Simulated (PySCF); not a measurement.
# C2H8AlAs: the cost of one run

Programs: PySCF 2.14.0, with density-fitted response routines of our own. Each step states its level of theory. These are calculated values for one molecule in the gas phase, unless marked as measured. Atoms are numbered from 0 throughout.

**1. Starting geometry**

12 atoms, charge 0, multiplicity 1; geometry from: GFN2-xTB.

Bonds of the start (Å): C0–Al1 2.00, Al1–C2 2.00, Al1–As3 2.42, C0–H4 1.10, C0–H5 1.10, C0–H6 1.10, C2–H7 1.10, C2–H8 1.10, C2–H9 1.10, As3–H10 1.52, As3–H11 1.52.

**2. TDDFT and polarisability: CAM-B3LYP/def2-SVPD**

Job settings and geometry (Å):

```
{"job": {"kind": "uv", "xc": "CAM-B3LYP", "basis": "def2-SVPD", "nstates": 8, "ntriplets": 3}, "charge": 0, "multiplicity": 1}
C     -0.331971     1.877970     0.034882
Al     0.137000    -0.045619     0.294234
C     -1.257834    -1.446406     0.012770
As     2.412331    -0.673113     0.848670
H     -1.322164     2.125070     0.433682
H     -0.348477     2.179058    -1.019863
H      0.384542     2.546075     0.531951
H     -2.171921    -1.255415     0.586195
H     -0.910107    -2.447892     0.300205
H     -1.572772    -1.518158    -1.035546
H      2.216557    -1.692088    -0.256736
H      2.766012     0.349832    -0.212342
```

With the program's defaults for keys left out, this is: TDDFT CAM-B3LYP/def2-SVPD, vertical, gas phase, core orbitals frozen in the response.

Started as:

```bash
$ OMP_NUM_THREADS=1 python probes_run.py task.json out
```

One launch serves the whole session: the jobs run in the order shown.

Q: Estimate the wall time and peak memory of this first job on 1 thread of Arm Neoverse N1, shared host.

About 45 s, with a peak of 0.7 GiB.
